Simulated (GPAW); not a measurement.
# Zr3S2 (R32) in GPAW: reference runs

Aim: a first look at Zr3S2 with PBEsol, on the cell as given and on a disturbed one.

All numbers are computed with GPAW 26.7.0; they aren't measurements. Logs are shortened: lines on timing, memory, paths and dates and some standing lists are left out, and cuts for length are marked. The log counts tension as positive stress, the text compression.

## 1. The crystal as given

Symmetry: R32, No. 155, trigonal system. The conventional cell has a = 5.805 Å, b = 5.805 Å, c = 10.463 Å, α = 90.00°, β = 90.00°, γ = 120.00°. Zr (site symmetry 2) has 4 S at 2.61 to 2.62 Å as nearest neighbours. Around S (site symmetry 3) lie 6 Zr at 2.61 to 2.62 Å.

The cell comes from a database or a generator and needn't be the stable form of this composition.

## 2. Single point, PBEsol

Contents of run.py:

```python
from ase import Atoms
from ase.dft.bandgap import bandgap
from ase.io import write
from ase.units import Bohr, GPa
from gpaw import GPAW, PW, setup_paths
from gpaw.elf import elf_from_dft_calculation

setup_paths.insert(0, '.')

atoms = Atoms(['Zr', 'Zr', 'Zr', 'S', 'S'],
              cell=[[2.9025379727, 1.6757810799, 3.4877732718],
                    [-2.9025379727, 1.6757810799, 3.4877732718],
                    [0.0, -3.3515621597, 3.4877732718]],
              scaled_positions=[[0.838727, 0.5, 0.161273],
                                [0.5, 0.161273, 0.838727],
                                [0.161273, 0.838727, 0.5],
                                [0.665023, 0.665023, 0.665023],
                                [0.334977, 0.334977, 0.334977]],
              pbc=True)

calc = GPAW(mode=PW(600),
            xc='PBEsol',
            kpts={'size': (6, 6, 6), 'gamma': True},
            occupations={'name': 'fermi-dirac', 'width': 0.05},
            nbands=44,
            convergence={'density': 1e-05, 'energy': 1e-05},
            maxiter=150,
            txt='gpaw.txt')
atoms.calc = calc
energy = atoms.get_potential_energy()
forces = atoms.get_forces()
stress = atoms.get_stress()
calc.write('gs.gpw')
write('result.traj', atoms)
print(f'Energy: {energy:.6f} eV')
print('Forces (eV/A):')
print(forces.round(4))
print('Stress (GPa):', (stress / GPa).round(3))
print('Fermi level:', round(calc.get_fermi_level(), 4), 'eV')
print(f'Gap: {bandgap(calc)[0]:.4f} eV, direct: {bandgap(calc, direct=True)[0]:.4f} eV')

# fields on the real-space grid
write('density.cube', atoms, data=calc.get_pseudo_density() * Bohr**3)
write('potential.cube', atoms, data=calc.get_electrostatic_potential())
write('elf.cube', atoms, data=elf_from_dft_calculation(calc).data)
```

Potentials or basis: PAW data sets generated in the run's folder for this functional, pw.

The run is started by

```bash
$ gpaw-setup -f PBEsol S Zr
$ OMP_NUM_THREADS=1 python run.py
```

gpaw.txt:

```text
__  _  _
 | _ |_)|_||  |
 |__||  | ||/\| - 26.7.0

Input parameters:
  mode=PW(ecut=600.0),
  convergence={'density': 1e-05, 'energy': 1e-05},
  kpts=MonkhorstPack(size=(6, 6, 6), gamma=True),
  maxiter=150,
  nbands=44,
  occupations=Occupations(name='fermi-dirac', width=0.05),
  xc=XC(name='PBEsol')

Diagonalizing LCAO Hamiltonian
Converting LCAO to pw mode

             S
                 Zr
        Zr
              Zr
             S

Atoms  # Å, Bohr magnetons
|   | symbol |         x |         y |        z |    initial magnetic moments |
|---|--------|-----------|-----------|----------|-----------------------------|
| 0 |     Zr |  0.983168 |  1.702897 | 5.231660 | ( 0.0000,  0.0000,  0.0000) |
| 1 |     Zr |  0.983168 | -1.702897 | 5.231660 | ( 0.0000,  0.0000,  0.0000) |
| 2 |     Zr | -1.966336 |  0.000000 | 5.231660 | ( 0.0000,  0.0000,  0.0000) |
| 3 |      S | -0.000000 |  0.000000 | 6.958348 | ( 0.0000,  0.0000,  0.0000) |
| 4 |      S |  0.000000 |  0.000000 | 3.504971 | ( 0.0000,  0.0000,  0.0000) |

Unit cell  # Å
| periodic |         x |         y |        z |  lengths |    angles |
|----------|-----------|-----------|----------|----------|-----------|
|      yes |  2.902538 |  1.675781 | 3.487773 | 4.837099 | 73.748036 |
|      yes | -2.902538 |  1.675781 | 3.487773 | 4.837099 | 73.748036 |
|      yes |  0.000000 | -3.351562 | 3.487773 | 4.837099 | 73.748036 |

Number of symmetries: 6
Symmetry operations  # r_c * U_cc + t_c -> r_c
|   | kind |            matrix            |
|---|------|------------------------------|
| 0 |  E   |  1, 0, 0,  0, 1, 0,  0, 0, 1 |
| 1 |  C3  |  0, 1, 0,  0, 0, 1,  1, 0, 0 |
| 2 |  C3  |  0, 0, 1,  1, 0, 0,  0, 1, 0 |
| 3 |  C2  |  0, 0,-1,  0,-1, 0, -1, 0, 0 |
| 4 |  C2  |  0,-1, 0, -1, 0, 0,  0, 0,-1 |
| 5 |  C2  | -1, 0, 0,  0, 0,-1,  0,-1, 0 |

BZ-sampling:
  Number of BZ points: 216
  Number of IBZ points: 32

  Monkhorst-Pack size: [6, 6, 6]
  Monkhorst-Pack shift: [0.08333333333333333, 0.08333333333333333, 0.08333333333333333]

K-points  # in reciprocal-cell coordinates
|     |                                coordinates |     weight |
|-----|--------------------------------------------|------------|
|   0 | (  0.00000000,   0.00000000,   0.00000000) | 0.00462963 |
|   1 | (  0.16666667,   0.00000000,  -0.16666667) | 0.02777778 |
|   2 | (  0.16666667,   0.00000000,   0.00000000) | 0.02777778 |
|   3 | (  0.16666667,   0.16666667,  -0.16666667) | 0.02777778 |
|   4 | (  0.16666667,   0.16666667,   0.00000000) | 0.02777778 |
|   5 | (  0.16666667,   0.16666667,   0.16666667) | 0.00925926 |
|   6 | (  0.33333333,  -0.16666667,  -0.16666667) | 0.02777778 |
|   7 | (  0.33333333,   0.00000000,  -0.33333333) | 0.02777778 |
|   8 | (  0.33333333,   0.00000000,  -0.16666667) | 0.05555556 |
|   9 | (  0.33333333,   0.00000000,   0.00000000) | 0.02777778 |
| ... |                                            |            |
|  31 | (  0.50000000,   0.50000000,   0.50000000) | 0.00462963 |

Plane wave coefficients: 3446
Cutoff: 600.0 eV

Spin-components: 1 (collinear spins)
Bands:           44
Projectors:      28
Spin-degeneracy: 2
Datatype:        complex128

Parallelization:
  kpt:    1
  domain: 1
  band:   1

Density:
  Valence electrons: 48.0
  Components: 1
  Grid points: [28 28 28]
  Charge: 0.0  # |e|

Potential:
  Grid points: [28 28 28]

species:
  Zr:
    name:    Zirconium
    Z:       40.0
    valence: 12
    core:    28
    charge:  0.0  # [|e|]
    compensation charges:
      type: gauss
      rc: 0.40  # [Å]
      lmax: 2
    cutoffs:
      filter: 2.39  # [Å]
      core: 1.59  # [Å]
    projectors
    | kind |    occ | energy [eV] | rcut [Å] |
    |------|--------|-------------|----------|
    |   4s |  2.000 |     -54.429 |    1.323 |
    |   5s |  2.000 |      -4.463 |    1.323 |
    |   4p |  6.000 |     -32.434 |    1.334 |
    |   5p |  0.000 |      -1.454 |    1.334 |
    |   4d |  2.000 |      -3.613 |    1.244 |
    |    d |        |      23.598 |    1.244 |

    Using partial waves for Zr as LCAO basis

  S:
    name:    Sulfur
    Z:       16.0
    valence: 6
    core:    10
    charge:  0.0  # [|e|]
    compensation charges:
      type: gauss
      rc: 0.24  # [Å]
      lmax: 2
    cutoffs:
      filter: 1.77  # [Å]
      core: 1.66  # [Å]
    projectors
    | kind |    occ | energy [eV] | rcut [Å] |
    |------|--------|-------------|----------|
    |   3s |  2.000 |     -17.192 |    0.974 |
    |   3p |  4.000 |      -6.978 |    0.979 |
    |    s |        |      10.020 |    0.974 |
    |    p |        |      20.234 |    0.979 |
    |    d |        |       0.000 |    0.900 |

    Using partial waves for S as LCAO basis

Reference energy: -315193.951301  # eV

eigensolver:
  PPCG
  Converge bands: occupied
  niter=2

density mixing:
  MSR1-Mixer
  Pratt-step length: 0.05
  Maximum mixing coefficient: 0.75
  Old densities: 10
  SVD Regularization: 0.005
  Good broyden scale: 1.0
  Trust region scale: 1.0
  Backstep threshold: 4.0
  History deletion threshold: 6.0
  Fourier metric: weight=20.0, sigma=0.015

occupation numbers:
  Fermi-Dirac:
    width: 0.0500  # eV

poisson solver:
  ecut: 4800.0  # eV

xc functional:
  name: PBEsol with 2 nearest neighbor stencil

convergence criteria:
- Maximum integral of absolute [dens]ity change: 1e-05 electrons / valence electron
- Maximum [total energy] change in last 3 cyles: 1e-05 eV / valence electron
- Maximum integral of absolute [eigenst]ate change: 4e-08 eV^2 / valence electron
maximum number of iterations: 150

SCF iterations
|iter     | |      energy | eigst |  dens |
|---------|-|-------------|-------|-------|
|iter:   1| |  -38.674196 | +0.43 |       |
|iter:   2| |  -38.771893 | -1.14 | -1.31 |
|iter:   3| |  -38.816551 | -1.11 | -1.34 |
|iter:   4| |  -38.533225 | -1.53 | -1.53 |
|iter:   5| |  -38.526432 | -2.91 | -1.96 |
|iter:   6| |  -38.527403 | -3.85 | -2.42 |
|iter:   7| |  -38.527424 | -4.87 | -3.07 |
|iter:   8| |  -38.527427c| -6.43 | -3.70 |
|iter:   9| |  -38.527427c| -7.66c| -4.46 |
|iter:  10| |  -38.527427c| -8.26c| -5.09c|

Converged in 10 steps
Energy contributions relative to reference atoms: (reference = -315193.951301)

Energy contributions:
  Kinetic:          11.853897
  Coulomb:         -14.564910
  Zero:              1.173448
  External:          0.000000
  Xc:              -36.979704
  Entropy:          -0.020318
  Spinorbit:         0.000000
  ----------------------------
  Free energy:     -38.537586
  Extrapolated:    -38.527427

dipole moment: (0.000000, -0.000000, 0.000005)  # |e|*Ang

Fermi level: 9.216
Eigenvalues  # (at kpt = [0.000, 0.000, 0.000])
| band index |      eig [eV] | occ [0-2] |
|------------|---------------|-----------|
|          0 |       -39.789 |     2.000 |
|        ... |               |           |
|         14 |         3.297 |     2.000 |
|         15 |         3.297 |     2.000 |
|         16 |         3.616 |     2.000 |
|         17 |         4.988 |     2.000 |
|         18 |         5.170 |     2.000 |
|         19 |         5.170 |     2.000 |
[... 8 lines left out ...]
|         28 |        11.956 |     0.000 |
|         29 |        12.481 |     0.000 |
|        ... |               |           |
|         43 |        18.145 |     0.000 |

No gap
No difference between direct/indirect transitions

Forces  # eV/Ang
|        x |        y |        z |
|----------|----------|----------|
| -0.07244 | -0.12546 | -0.00000 |  # Zr   0
| -0.07244 |  0.12546 |  0.00000 |  # Zr   1
|  0.14487 |  0.00000 |  0.00000 |  # Zr   2
|  0.00000 | -0.00000 | -0.00796 |  # S    3
|  0.00000 |  0.00000 |  0.00796 |  # S    4

Stress tensor  # eV/Ang^3
|         x |         y |         z |
|-----------|-----------|-----------|
|  0.033445 | -0.000000 | -0.000000 |
| -0.000000 |  0.033445 | -0.000000 |
| -0.000000 | -0.000000 |  0.036680 |

# Writing to gs.gpw (mode='')
```

Run time: 84 s. Hardware: 1 thread of Arm Neoverse V2, shared host; peak memory 0.26 GiB.

What came out:

```
Free energy            : -38.5376 eV
Pressure               : -5.5 GPa
Largest force          : 0.145 eV/Å
Band gap on the k mesh : none (metal or under the smearing width)
```

Forces in eV/Å, atoms in the order of the input:
```
Zr  -0.072 -0.125  0.000
Zr  -0.072  0.125  0.000
Zr   0.145  0.000  0.000
S    0.000  0.000 -0.008
S    0.000  0.000  0.008
```

Stress tensor (GPa, compression positive):
```
-5.36  0.00  0.00
 0.00 -5.36  0.00
 0.00  0.00 -5.88
```

Levels at points of the mesh, in eV from the Fermi level:
```csv
k point,band 21,band 22,band 23,band 24,band 25,band 26,band 27,band 28
"(0.00, 0.00, 0.00)",-2.59,-1.83,0.11,0.11,0.69,0.69,2.01,2.74
"(0.50, 0.00, 0.00)",-1.20,-1.11,-0.85,-0.65,-0.12,1.00,1.76,1.77
"(0.50, 0.50, 0.00)",-1.86,-1.22,-0.82,-0.27,-0.04,0.91,1.89,2.00
"(0.50, 0.50, 0.50)",-0.77,-0.38,-0.17,-0.17,0.33,0.33,1.07,1.07
```

## 3. Single point, PBEsol (atoms moved at random, drawn with an rms of 0.05 Å)

Contents of run.py:

```python
from ase import Atoms
from ase.dft.bandgap import bandgap
from ase.io import write
from ase.units import GPa
from gpaw import GPAW, PW, setup_paths

setup_paths.insert(0, '.')

atoms = Atoms(['Zr', 'Zr', 'Zr', 'S', 'S'],
              cell=[[2.9025379727, 1.6757810799, 3.4877732718],
                    [-2.9025379727, 1.6757810799, 3.4877732718],
                    [0.0, -3.3515621597, 3.4877732718]],
              scaled_positions=[[0.845164, 0.495759, 0.146856],
                                [0.496257, 0.161903, 0.847701],
                                [0.140233, 0.856792, 0.497468],
                                [0.656848, 0.664325, 0.661247],
                                [0.332667, 0.345742, 0.337843]],
              pbc=True)

calc = GPAW(mode=PW(600),
            xc='PBEsol',
            kpts={'size': (6, 6, 6), 'gamma': True},
            occupations={'name': 'fermi-dirac', 'width': 0.05},
            nbands=44,
            convergence={'density': 1e-05, 'energy': 1e-05},
            maxiter=150,
            txt='gpaw.txt')
atoms.calc = calc
energy = atoms.get_potential_energy()
forces = atoms.get_forces()
stress = atoms.get_stress()
calc.write('gs.gpw')
write('result.traj', atoms)
print(f'Energy: {energy:.6f} eV')
print('Forces (eV/A):')
print(forces.round(4))
print('Stress (GPa):', (stress / GPa).round(3))
print('Fermi level:', round(calc.get_fermi_level(), 4), 'eV')
print(f'Gap: {bandgap(calc)[0]:.4f} eV, direct: {bandgap(calc, direct=True)[0]:.4f} eV')
```

Potentials or basis: PAW data sets generated in the run's folder for this functional, pw.

The run is started by

```bash
$ gpaw-setup -f PBEsol S Zr
$ OMP_NUM_THREADS=1 python run.py
```

Run time: 5.7 min. Hardware: 1 thread of Arm Neoverse V2, shared host; peak memory 0.52 GiB.

It converged, with:

| Property | Result |
| --- | --- |
| Free energy | -38.4289 eV |
| Pressure | -6.1 GPa |
| Largest force | 0.896 eV/Å |
| Band gap on the k mesh | none (metal or under the smearing width) |

Forces on the atoms (eV/Å):
```
Zr  -0.538 -0.626  0.301
Zr  -0.111  0.526 -0.381
Zr   0.879  0.028  0.169
S   -0.230  0.171 -0.037
S    0.000 -0.099 -0.051
```

Stress tensor (GPa, compression positive):
```
-6.54 -0.05  0.21
-0.05 -5.59  0.63
 0.21  0.63 -6.08
```

Levels at points of the mesh, in eV from the Fermi level:
```
           k point  band 21  band 22  band 23  band 24  band 25  band 26  band 27  band 28
(0.00, 0.00, 0.00)    -2.63    -1.93     0.08     0.11     0.64     0.76     1.90     2.73
(0.00, 0.00, 0.50)    -1.36    -1.14    -0.89    -0.66     0.00     0.77     1.64     1.94
(0.00, 0.50, 0.00)    -1.32    -1.09    -0.85    -0.68     0.00     0.90     1.63     1.80
(0.00, 0.50, 0.50)    -1.83    -1.29    -0.83    -0.23    -0.19     1.00     1.86     1.88
(0.50, 0.00, 0.00)    -1.36    -1.08    -0.90    -0.59     0.01     0.83     1.64     1.84
(0.50, 0.00, 0.50)    -1.86    -1.26    -0.81    -0.28    -0.19     1.01     1.83     1.88
(0.50, 0.50, 0.00)    -1.84    -1.31    -0.76    -0.33    -0.14     0.96     1.83     1.88
(0.50, 0.50, 0.50)    -0.71    -0.56    -0.21    -0.13     0.29     0.35     1.05     1.15
```
